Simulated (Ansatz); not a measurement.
# SnO2 (Cassiterite): the cost of one run

Program: the Python package of Ansatz 0.2.0. Level of theory: DFT PBE, plane waves, PAW. These are calculated values, not measurements.

## Step 1: The structure

Symmetry: P4_2/mnm, No. 136, tetragonal system. The conventional cell has a = 4.738 Å, b = 4.738 Å, c = 3.187 Å, α = 90.00°, β = 90.00°, γ = 90.00°. Sn (site symmetry mmm) has 6 O at 2.05 to 2.06 Å in its first shell of neighbours. O (site symmetry m2m) has 3 Sn at 2.05 to 2.06 Å in its first shell of neighbours.

The script holds or builds the structure itself.

## Step 2: The code

The input, sno2_analyse.py:

```python
import warnings

import ansatz as az
from ase import Atoms
from ase.data import atomic_numbers
import numpy as np
from pymatgen.core import Structure
import spglib

warnings.simplefilter("ignore", az.DeckWarning)

atoms = Atoms(
    ["Sn", "Sn", "O", "O", "O", "O"],
    scaled_positions=[
        (0.0, 0.0, 0.0),
        (0.5, 0.5, 0.5),
        (0.3071, 0.3071, 0.0),
        (0.1929, 0.8071, 0.5),
        (0.6929, 0.6929, 0.0),
        (0.8071, 0.1929, 0.5),
    ],
    cell=[
        (4.738, 0.0, 0.0),
        (0.0, 4.738, 0.0),
        (0.0, 0.0, 3.1865),
    ],
    pbc=True,
)
xtal = az.Crystal.from_ase(atoms)

base = (
    xtal.calculation()
    .pseudopotentials("paw")
    .basis(420)
    .kpoints(6, 6, 8)
    .occupations("fixed")
    .density_of_states(energy_step=0.1, method="smearing", broadening_width=0.15, projected=True)
    .band_table()
)
session = base.session()
planned = session.plan(threads=1)
res = planned.execute()
r = res.report

n_atoms = len(r["lattice"]["sites"])
print("F =", round(r["free_energy_ev"], 4), "eV for", n_atoms, "atoms")
print("E(sigma -> 0) =", round(r["energy_sigma0_ev"], 4), "eV, TS =", round(r["entropy_ts_ev"], 5), "eV")
print("closed by", r["closed_by"], "after", r["n_iterations"], "iterations")

spg_cell = (res.lattice.cell_ang, [s.position_frac for s in res.lattice.sites], [atomic_numbers[s.symbol] for s in res.lattice.sites])
for tolerance in (1e-5, 1e-3, 1e-1):
    print(f"symprec {tolerance:g} A: {spglib.get_spacegroup(spg_cell, symprec=tolerance)}")
print("operations used by the run:", r["n_symmetry_ops"])

dos = res.density_of_states()
energy = np.asarray(dos.energies_ev) - dos.fermi_ev
projected = res.projected_density_of_states()
step = energy[1] - energy[0]
for index, site in enumerate(projected.sites):
    for shell in site.shells:
        curve = sum(np.sum(part.g_bin_mean_per_ev, axis=0) for part in shell.curves)
        print(f"site {index} {site.species:2s} {shell.label:3s} filled {curve[energy <= 0].sum() * step:7.3f}  at E_F {np.interp(0, energy, curve):7.3f} /eV")

final = Structure(res.lattice.cell_ang, [s.symbol for s in res.lattice.sites], [s.position_frac for s in res.lattice.sites])
for index, (site, neighbours) in enumerate(zip(final, final.get_all_neighbors(5.5))):
    first = min(n.nn_distance for n in neighbours)
    shell = [n for n in neighbours if n.nn_distance < 1.2 * first]
    mean = sum(n.nn_distance for n in shell) / len(shell)
    print(f"atom {index} {site.specie.symbol}: {len(shell)} neighbours within 1.2 of the shortest distance, mean {mean:.3f} A")

levels = np.array(r["eigenvalues_ev"])
filled = round(r["n_electrons"] / 2)
top, bottom = levels[:, filled - 1], levels[:, filled]
print("top of band", filled, "at k =", r["kpoints_frac"][top.argmax()], f"{top.max():.4f} eV")
print("bottom of band", filled + 1, "at k =", r["kpoints_frac"][bottom.argmin()], f"{bottom.min():.4f} eV")
print(f"gap by band count {bottom.min() - top.max():.3f} eV, least direct gap {(bottom - top).min():.3f} eV")
```

## Step 3: What the engine is handed

The package turns the script's settings into the engine's input:

```yaml
crystal:
  lattice:
    - [4.738, 0.0, 0.0]
    - [0.0, 4.738, 0.0]
    - [0.0, 0.0, 3.1865]
  atoms:
    - { symbol: Sn, position: [0.0, 0.0, 0.0] }
    - { symbol: Sn, position: [0.5, 0.5, 0.5] }
    - { symbol: O, position: [0.3071, 0.3071, 0.0] }
    - { symbol: O, position: [0.1929, 0.8071, 0.5] }
    - { symbol: O, position: [0.6929, 0.6929, 0.0] }
    - { symbol: O, position: [0.8071, 0.1929, 0.5] }
basis:
  ecutwfc: 420.0
kpoints:
  mp_grid:
    grid: [6, 6, 8]
hamiltonian:
  pseudopotentials:
    kind: paw
scf:
  occupations:
    method: fixed
output:
  dos:
    de: 0.1
    method:
      smearing:
        sigma: 0.15
    projected: true
  eigenvalues: true
```

## Step 4: Launch

On the command line:

```bash
python sno2_analyse.py
```

What time and memory should one allow on 1 thread of Intel Xeon 6975P-C (Granite Rapids), shared host?

About 3.2 s, with a peak of 0.54 GiB.
